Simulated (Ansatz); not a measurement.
**GeHO (quartet): from Hartree-Fock to the top rungs, cc-pVTZ**

The task here is to estimate one member of a computed series from the others.

Method: cc-pVTZ, core rule «outside noble gas», up to 15 orbitals frozen; program: Ansatz 0.2.0, Gaussian basis.

Plan: UHF; CCSD(T) on ROHF; CCSD(T) on UHF; BCCD(T) on ROHF; CCSDT(Q) on ROHF; CCSDT(Q) on UHF.

9 further runs of the same task are left out: 4 for a known fault of the program, 5 set aside as unsound or not needed.

## The system

The geometry is a PBE0/def2-TZVP stationary point (not a proven minimum). No spin-orbit coupling is included. The filled d shell of Ge may be among the frozen orbitals whatever the setting's name suggests; the logs give the count.

3 atoms, charge 0, spin multiplicity 4.

Atoms are counted from 1 here; the program's logs count them from 0.

Bond lengths: Ge1–O2 1.855 Å, Ge1–H3 1.563 Å. Angles: O2–Ge1–H3 114.5°.

Set-up of the first run:

File in.yaml:

```yaml
crystal:
  periodic: [false, false, false]
  atoms:
    - {symbol: Ge, position_ang: [0.000000, -0.037540, 0.321995]}
    - {symbol: O, position_ang: [0.000000, 0.086176, -1.528961]}
    - {symbol: H, position_ang: [0.000000, 1.337542, 1.064259]}
basis:
  gaussian: {orbitals: cc-pVTZ}
magnetization: {spin_polarized: true, initial_magnetization: 3}
hamiltonian: {xc: hf}
output: {orbitals: {seedname: orbitals}}
```

Started as:

```console
> ansatz run in.yaml --threads 1 --pin off --events-out ev --progress --plain --max-ram 4096MiB --backend cpu
```

Steps of the session up to this table: UHF; CCSD(T) on ROHF; CCSD(T) on UHF; BCCD(T) on ROHF; CCSDT(Q) on ROHF; CCSDT(Q) on UHF.

One table of the session follows, with a row left open; its other results are not shown here.

It belongs to the step «Misses and costs». 

```
   method  from UCCSDT(Q) (kcal/mol)
     ROHF                    +192.15
      UHF                    +186.78
     RMP2                          ?
     UMP2                     +23.03
    RCCSD                      +7.81
    UCCSD                      +7.36
 RCCSD(T)                      +1.39
 UCCSD(T)                      +1.09
  BCCD(T)                      +1.39
   RCCSDT                      +0.66
   UCCSDT                      +0.34
RCCSDT(Q)                      +0.38
UCCSDT(Q)                          0
```

Estimate the missing values for RMP2.

**Answer.** from UCCSDT(Q) (kcal/mol): +23.08. In the column «from UCCSDT(Q) (kcal/mol)» it lies between UMP2 (+23.03) and UHF (+186.78).

With the free atoms at the same levels and basis (separate runs), the atomisation energy is 4.519 eV at UCCSDT(Q), 4.496 eV at RCCSD(T), 4.496 eV at UCCSD(T), 2.715 eV at ROHF.

Limits of these values: Restricted and unrestricted rows rest on different reference determinants; where their highest levels disagree by more than a few hundredths of an eV, they describe different states and don't form one ladder.
